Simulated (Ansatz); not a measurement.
I need a series of slab calculations of Ta, space group Fm-3m. Use Ansatz 0.2.0, Python API. Use (first run): r2SCAN, PAW, cutoff 517 eV, 6×6×1 k-points, cold smearing of 0.1 eV.

```xyz
1
Lattice="0.0000 2.1100 2.1100 2.1100 0.0000 2.1100 2.1100 2.1100 0.0000" Properties=species:S:1:pos:R:3 pbc="T T T"
Ta    0.0000    0.0000    0.0000
```

`ta_field.py`:
```python
# -*- coding: utf-8 -*-
"""A slab of Ta in an electric field."""

import warnings

import ansatz as az
from ase import Atoms
from ase.build import surface
import numpy as np
import pandas as pd


def main():
    warnings.simplefilter("ignore", az.DeckWarning)

    atoms = Atoms(
        ["Ta"],
        scaled_positions=[
            (0.0, 0.0, 0.0),
        ],
        cell=[
            (0.0, 2.11, 2.11),
            (2.11, 0.0, 2.11),
            (2.11, 2.11, 0.0),
        ],
        pbc=True,
    )
    # the plane is named in the basis of this cell
    rows = []
    for value in [-0.1, -0.05, 0.0, 0.05, 0.1]:
        slab = surface(atoms, (1, 0, 1), 3, vacuum=8.0)
        slab.pbc = True
        calc = az.Crystal.from_ase(slab).calculation()
        calc = calc.eigensolver("davidson")
        calc = calc.mixing("msr1")
        calc = calc.functional("r2scan")
        calc = calc.basis(19 * az.Ha, xc_grid=2)
        calc = calc.accuracy("low")
        calc = calc.occupations("cold")
        calc = calc.kpoints(6, 6, 1)
        calc = calc.electric_field(axis=3, dipole_correction=True, amplitude=value)
        summary = calc.run(threads=1).report
        face = summary["work_function"]
        rows.append((value, len(slab), summary["free_energy_ev"], face["dipole_moment_e_ang"], face.get("phi_plus_ev"), face.get("phi_minus_ev")))

    print(pd.DataFrame(rows, columns=["field (V/A)", "atoms", "F (eV)", "dipole (e A)", "phi upper (eV)", "phi lower (eV)"]).round(4).to_string(index=False))
    print(f"induced dipole per field: {np.polyfit([row[0] for row in rows], [row[3] for row in rows], 1)[0]:.3f} e A^2/V")


if __name__ == "__main__":
    main()
```

Running `python ta_field.py` prints:
```text
 field (V/A)  atoms      F (eV)  dipole (e A)  phi upper (eV)  phi lower (eV)
       -0.10      3 -29829.1370       -0.0417             NaN             NaN
       -0.05      3 -29829.1354       -0.0209             NaN             NaN
        0.00      3 -29829.1349       -0.0000          4.7737          4.7737
        0.05      3 -29829.1354        0.0210             NaN             NaN
        0.10      3 -29829.1370        0.0418             NaN             NaN
induced dipole per field: 0.418 e A^2/V
```

Reading the output:
- The settings weren't tested for convergence.
- The run is spin-unpolarised.
- For a metal this k-point mesh is coarse: on a finer one energies can move by several to tens of meV an atom and pressures by half a GPa or more, differences at one mesh by less.
- Spin-orbit coupling, which matters for elements this heavy, is left out.
- This isn't the structure that Ta takes at ambient conditions.
- The slabs are thin, unrelaxed cuts of the structure as given, on a modest mesh, so the surface energy isn't converged; Miller indices refer to the cell as typed, and unlike faces give only a mean.
- Timing: 49 s on 1 thread of Arm Neoverse V2, on a shared host, peak memory 0.56 GiB.

(Lines on the test bed's own set-up are left out of the output.)
